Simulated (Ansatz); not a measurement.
**C3H9B: small, medium and large basis sets**

The task here is to estimate one member of a computed series from the others.

Method: one geometry, several basis sets; program: Ansatz 0.2.0, Gaussian basis.

Levels to be run: PBE0-D4/def2-SVP; ωB97M-V/def2-SVP; PBE0-D4/def2-QZVPP; ωB97M-V/def2-QZVPP; the functionals' def2-TZVPP values are taken from earlier runs.

### The geometry

All runs share one geometry, relaxed beforehand with PBE0-D4 in a triple-zeta def2 set.

SMILES `BC(C)C`, 13 atoms, charge 0, spin multiplicity 1.

Atoms are counted from 1 here; the program's logs count them from 0.

Bond lengths: B1–C2 1.546 Å, B1–H5 1.199 Å, B1–H6 1.199 Å, C2–C3 1.524 Å, C2–C4 1.524 Å, C2–H7 1.119 Å, C3–H8 1.094 Å, C3–H9 1.092 Å, C3–H10 1.094 Å, C4–H11 1.094 Å, C4–H12 1.092 Å, C4–H13 1.094 Å. Angles: C2–B1–H5 120.5°, C2–B1–H6 120.5°, H5–B1–H6 118.7°, B1–C2–C3 116.9°, B1–C2–C4 116.9°, B1–C2–H7 93.7°, C3–C2–C4 112.3°, C3–C2–H7 107.1°, C4–C2–H7 107.1°, C2–C3–H8 110.4°, C2–C3–H9 111.7°, C2–C3–H10 111.6°, H8–C3–H9 107.5°, H8–C3–H10 107.2°, H9–C3–H10 108.2°, C2–C4–H11 111.6°, C2–C4–H12 111.7°, C2–C4–H13 110.4° and more.

Set-up of the first run:

in.yaml

```yaml
crystal:
  periodic: [false, false, false]
  atoms:
    - {symbol: B, position_ang: [-1.185477, 1.115554, -0.047223]}
    - {symbol: C, position_ang: [0.028787, 0.173530, -0.214460]}
    - {symbol: C, position_ang: [1.131342, 0.275852, 0.833340]}
    - {symbol: C, position_ang: [-0.266121, -1.269894, -0.606299]}
    - {symbol: H, position_ang: [-2.216948, 0.885422, -0.614562]}
    - {symbol: H, position_ang: [-1.078067, 2.145149, 0.558715]}
    - {symbol: H, position_ang: [0.398804, 0.694810, -1.133337]}
    - {symbol: H, position_ang: [0.819098, -0.205745, 1.764551]}
    - {symbol: H, position_ang: [1.372094, 1.315232, 1.065414]}
    - {symbol: H, position_ang: [2.048199, -0.222010, 0.504237]}
    - {symbol: H, position_ang: [0.634207, -1.786015, -0.952467]}
    - {symbol: H, position_ang: [-1.017564, -1.327953, -1.396294]}
    - {symbol: H, position_ang: [-0.647954, -1.828532, 0.253185]}
basis:
  gaussian: {orbitals: def2-SVP}
hamiltonian: {xc: pbe0, dispersion: d4}
output: {orbitals: {seedname: orbitals}}
```

Among the steps run: PBE0-D4 in def2-SVP; ωB97M-V in def2-SVP; PBE0-D4 in def2-QZVPP; ωB97M-V in def2-QZVPP.

One of the session's tables, all rows but one given; the rest of the session is left out.

It belongs to the step «Functionals by basis». 

| functional | basis | HOMO (eV) |
| --- | --- | --- |
| PBE0-D4 | def2-SVP | -8.31 |
| PBE0-D4 | def2-TZVPP | -8.34 |
| PBE0-D4 | def2-QZVPP | -8.35 |
| ωB97M-V | def2-SVP | ? |
| ωB97M-V | def2-TZVPP | -10.65 |
| ωB97M-V | def2-QZVPP | -10.65 |

**Question.** Estimate the row for ωB97M-V, def2-SVP.

As computed: HOMO (eV): -10.61. In the column «HOMO (eV)» it lies between ωB97M-V, def2-QZVPP (-10.65) and PBE0-D4, def2-QZVPP (-8.35).
